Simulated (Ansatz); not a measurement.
**BH₃InN: one species, many methods**

One table from this session's results is given with a row withheld; the runs are named, their logs left out.

Computed with Ansatz 0.2.0, Gaussian basis. Level: functionals in def2-TZVPP, the program's frozen cores in correlated methods.

Plan: LDA (SPW92), PBE-D4, revPBE-D4, BLYP-D4, r2SCAN-D4, B97M-V, PBE0-D4, B3LYP-D4, r2SCANh-D4, r2SCAN0-D4, HSE06-D4, BHLYP-D4, CAM-B3LYP-D4, LC-ωPBE, ωB97X-V, ωB97M-V, B2PLYP, PBE-QIDH; CCSD(T)/def2-SVP; CCSD(T)/def2-TZVPP; MP2/def2-QZVPP; extrapolation to the limit; RPA on PBE.

## The geometry

An earlier PBE0-D4 in a triple-zeta def2 set relaxation fixed the geometry. In takes the def2 core potential; no spin-orbit term is included.

6 atoms, charge 0, spin multiplicity 1.

Atoms are counted from 1 here; the program's logs count them from 0.

Bond lengths: B1–N2 1.381 Å, B1–H4 1.202 Å, B1–H6 1.229 Å, N2–In3 2.143 Å, N2–H5 1.010 Å. Angles: N2–B1–H4 126.1°, N2–B1–H6 116.2°, H4–B1–H6 117.7°, B1–N2–In3 103.6°, B1–N2–H5 120.1°, In3–N2–H5 136.3°.

The first run:

in.yaml reads:

```yaml
crystal:
  periodic: [false, false, false]
  atoms:
    - {symbol: B, position_ang: [-0.646128, 0.175915, -0.116101]}
    - {symbol: N, position_ang: [0.677051, -0.141667, -0.349530]}
    - {symbol: In, position_ang: [1.437702, -0.602408, 1.600376]}
    - {symbol: H, position_ang: [-1.453209, 0.499393, -0.945388]}
    - {symbol: H, position_ang: [1.046555, -0.113592, -1.288974]}
    - {symbol: H, position_ang: [-1.019970, 0.118258, 1.053415]}
basis:
  gaussian: {orbitals: def2-TZVPP}
hamiltonian: {xc: lda}
output: {orbitals: {seedname: orbitals}}
```

On the command line:

```
$ ansatz run in.yaml --threads 2 --pin off --events-out ev --progress --plain --max-ram 4352MiB
```

Steps of the session up to this table: LDA; PBE-D4 (GGA); revPBE-D4 (GGA); BLYP-D4 (GGA); r2SCAN-D4 (meta-GGA); B97M-V (meta-GGA); B3LYP-D4 (hybrid); r2SCANh-D4 (hybrid); r2SCAN0-D4 (hybrid); HSE06-D4 (hybrid); BHLYP-D4 (hybrid); CAM-B3LYP-D4 (range-separated); LC-ωPBE (range-separated); ωB97X-V (range-separated); ωB97M-V (range-separated); B2PLYP (double hybrid); PBE-QIDH (double hybrid).

One of the session's tables, all rows but one given; the rest of the session is left out.

It belongs to the step «Orbital energies across the functionals». 

| functional | HOMO (eV) | LUMO (eV) | gap (eV) |
| --- | --- | --- | --- |
| LDA (SPW92) | -5.92 | -2.27 | 3.66 |
| PBE-D4 | -5.74 | -2.05 | 3.69 |
| revPBE-D4 | -5.67 | -1.96 | 3.71 |
| BLYP-D4 | -5.64 | -2.01 | 3.63 |
| r2SCAN-D4 | -5.97 | -1.85 | 4.13 |
| B97M-V | -5.87 | -2.05 | 3.82 |
| PBE0-D4 | -6.75 | -1.39 | 5.36 |
| B3LYP-D4 | -6.62 | -1.63 | 4.98 |
| r2SCANh-D4 | -6.36 | -1.61 | 4.75 |
| r2SCAN0-D4 | ? | ? | ? |
| HSE06-D4 | -6.35 | -1.73 | 4.62 |
| BHLYP-D4 | -7.64 | -0.78 | 6.86 |
| CAM-B3LYP-D4 | -8.01 | -0.61 | 7.40 |
| LC-ωPBE | -9.12 | 0.37 | 9.49 |
| ωB97X-V | -8.87 | 0.29 | 9.16 |
| ωB97M-V | -8.85 | 0.04 | 8.89 |

Q: Estimate the row for r2SCAN0-D4 from the others.

Worked estimate for «HOMO (eV)». Against the share of exact exchange, r2SCAN-D4 (0, -5.97), r2SCANh-D4 (0.1, -6.36) give a slope of -3.90 per unit share; at 0.25 the line stands at -6.94.

**Answer.** HOMO (eV): -6.93; LUMO (eV): -1.27; gap (eV): 5.66. In «HOMO (eV)» the line misses by -0.01.
